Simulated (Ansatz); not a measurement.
# Copper, beta-Sn type under r²SCAN: ground state and equation of state

What does r²SCAN give for copper in the beta-Sn type structure? We relax it, solve it on a dense k-mesh, switch on spin-orbit coupling, then scale the cell to 7 volumes from 88 to 112 % of the relaxed one and try a fit of the equation of state. The k-meshes are 14×14×10 for the relaxation; 26×26×13 for the dense run; 16×16×8 for spin-orbit coupling; 18×18×9 for the volumes.

Method: DFT r2SCAN, plane waves (500 eV) with PAW, scalar-relativistic; the PAW data stem from PBE, with regenerated cores, in Ansatz 0.2.0.

## Step 1: The system as given

It takes space group I4_1/amd (No. 141, tetragonal). Conventional cell: a = 4.495 Å, b = 4.495 Å, c = 2.454 Å, α = 90.00°, β = 90.00°, γ = 90.00°. Cu (site symmetry -4m2) has 6 Cu at 2.33 to 2.45 Å as nearest neighbours.

As a file:

```
Cu
1.0
    -2.24770    2.24770    1.22725
     2.24770   -2.24770    1.22725
     2.24770    2.24770   -1.22725
Cu
2
Cartesian
  0.0000 0.0000 0.0000
  0.0000 2.2477 0.6136
```

## Step 2: Relaxing cell and atoms

input.yaml

```yaml
crystal:
  lattice:
    - [-2.2477036591, 2.2477036591, 1.2272461979]
    - [2.2477036591, -2.2477036591, 1.2272461979]
    - [2.2477036591, 2.2477036591, -1.2272461979]
  atoms:
    - { symbol: Cu, position: [0.0, 0.0, 0.0] }
    - { symbol: Cu, position: [0.75, 0.25, 0.5] }
hamiltonian:
  xc: r2scan
  pseudopotentials:
    kind: paw
    azcp:
      Cu: "pseudopotentials/Cu.paw.azcp"
basis:
  ecutwfc: 500
  fft_grid_basis: typed
kpoints:
  mp_grid: { grid: [14, 14, 10], shift: [0, 0, 0] }
magnetization:
  spin_polarized: false
scf:
  occupations: { method: fermi_dirac, width: 0.1 }
relax:
  max_steps: 60
  f_tol: 0.01
  cell: {}
```

Started as:

```console
> ansatz run input.yaml --threads 1 --pin off --max-ram 3584MiB --backend cpu --events-out ev --progress --plain --runs-dir out
```

Further steps of the session: Dense single point; Spin-orbit coupling switched on; Volume × 0.88; Volume × 0.92; Volume × 0.96; Volume × 1.0; Volume × 1.04; Volume × 1.08; Volume × 1.12.

Q: Predict the outcome of this session. Wanted: space group; conventional cell; volume; shortest distance; gap on the mesh; relative to fcc; V₀, B₀, B₀′.

As calculated:

| quantity | value |
| --- | --- |
| space group (spins left aside) | P6_3/mmc (No. 194) |
| conventional cell | a = 2.531 Å, c = 4.131 Å (c/a = 1.633) |
| volume | 11.458 Å³/atom |
| shortest distance | 2.529 Å |
| gap on the mesh | none (levels filled in part) |
| relative to fcc | +9 meV/atom |
| V₀, B₀, B₀′ | 11.452 Å³/atom, 161 GPa, 5.1 |

**Reading.** From the guessed start the volume shrank by 7.6 % in 25 steps. What began as beta-Sn type has relaxed into hcp. What follows belongs to that structure, not to the type named at the start. The mesh has less symmetry than the lattice, which may have let the distortion in. It lies 9 meV/atom above the element's reference form at the same level (fcc, from a run of its own). Levels at the Fermi energy are filled in part, as in a metal. Totals with and without spin-orbit coupling (+1.7 eV/atom apart) can't be read as binding, since the two-component data shift the zero of energy. B₀ comes out at 161 GPa; letting shape and positions relax at each volume could only lower it.
